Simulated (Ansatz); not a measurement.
**Sr: how the settings move a relaxation**

How sensitive is a relaxation of Sr to its settings? A reference run comes first, then one run with altered input.

Program: Ansatz 0.2.0. Level of theory: reference: DFT, r2SCAN, PAW with Ansatz's default frozen-core files, scalar-relativistic; relaxation of cell and atoms. These are calculated values, not measurements.

1 further run of the same task is left out (for a known fault of the program). Runs told in other sessions of the task aren't counted.

## Step 1: The structure to begin with

It takes space group P6_3/mmc (No. 194, hexagonal). The conventional cell has a = 4.310 Å, b = 4.310 Å, c = 7.050 Å, α = 90.00°, β = 90.00°, γ = 120.00°. Around Sr (site symmetry -6m2) lie 12 Sr at 4.31 Å.

Coordinates:

```xyz
2
Lattice="4.3100 0.0000 0.0000 -2.1550 3.7326 0.0000 0.0000 0.0000 7.0500" Properties=species:S:1:pos:R:3 pbc="T T T"
Sr    0.0000    2.4884    1.7625
Sr    2.1550    1.2442    5.2875
```

## Step 2: Reference

The input, input.yaml:

```yaml
crystal:
  lattice:
    - [4.31, 0.0, 0.0]
    - [-2.155, 3.73256949031, 0.0]
    - [0.0, 0.0, 7.05]
  atoms:
    - { symbol: Sr, position: [0.333333333333, 0.666666666667, 0.25] }
    - { symbol: Sr, position: [0.666666666667, 0.333333333333, 0.75] }
kpoints:
  mp_grid: { grid: [12, 12, 6] }
scf:
  occupations: { method: fermi_dirac, width: 0.05 }
hamiltonian:
  xc: r2scan
  pseudopotentials: { kind: paw }
relax:
  f_tol: 0.002
  max_steps: 80
  cell: {}
output:
  forces: true
  stress: true
  write_density: true
  write_potential: true
  elf: true
  volumetric_format: npy
```

Run with:

```
$ ansatz run input.yaml --threads 1 --pin off --max-ram 2560MiB --backend cpu --events-out ev --progress --plain --runs-dir out
```

## Step 3: Variant: occupations.method tetrahedron_uncorrected, ecutwfc 550 eV, ecutrho_ratio 8, width left out

input.yaml, as its differences from that of step 2:

```diff
@@ -11,3 +11,3 @@
 scf:
-  occupations: { method: fermi_dirac, width: 0.05 }
+  occupations: { method: tetrahedron_uncorrected }
 hamiltonian:
@@ -22,5 +22,4 @@
   stress: true
-  write_density: true
-  write_potential: true
-  elf: true
-  volumetric_format: npy
+basis:
+  ecutwfc: "550 eV"
+  ecutrho_ratio: 8
```

**Question.** What will these runs give? Wanted: for each run, ending; energy change; pressure; gap; force.

The runs gave:

| run | ending | energy change | pressure (GPa) | gap (eV) | force (eV/Å) | cycles | time |
| --- | --- | --- | --- | --- | --- | --- | --- |
| reference | converged | 0 | 0.0 | 0.00 | 0.00 | 21 | 72 s |
| 1: occupations.method tetrahedron_uncorrected, ecutwfc 550 eV, ecutrho_ratio 8, width left out | converged | +6.9 meV/atom (σ→0) | 0.0 | 0.00 | 0.00 | 22 | 69 s |

Times don't compare one to one where runs were asked for different outputs or read a saved state (see the inputs); cycles may leave out searches for a lower state.

What this shows: Changing the smearing, cutoff and numerical grids moves the energy by +6.9 meV/atom (σ→0 values), and the final volume goes from 114.32 to 113.79 Å³. More than one kind of setting changed, and this run alone doesn't tell their shares apart.
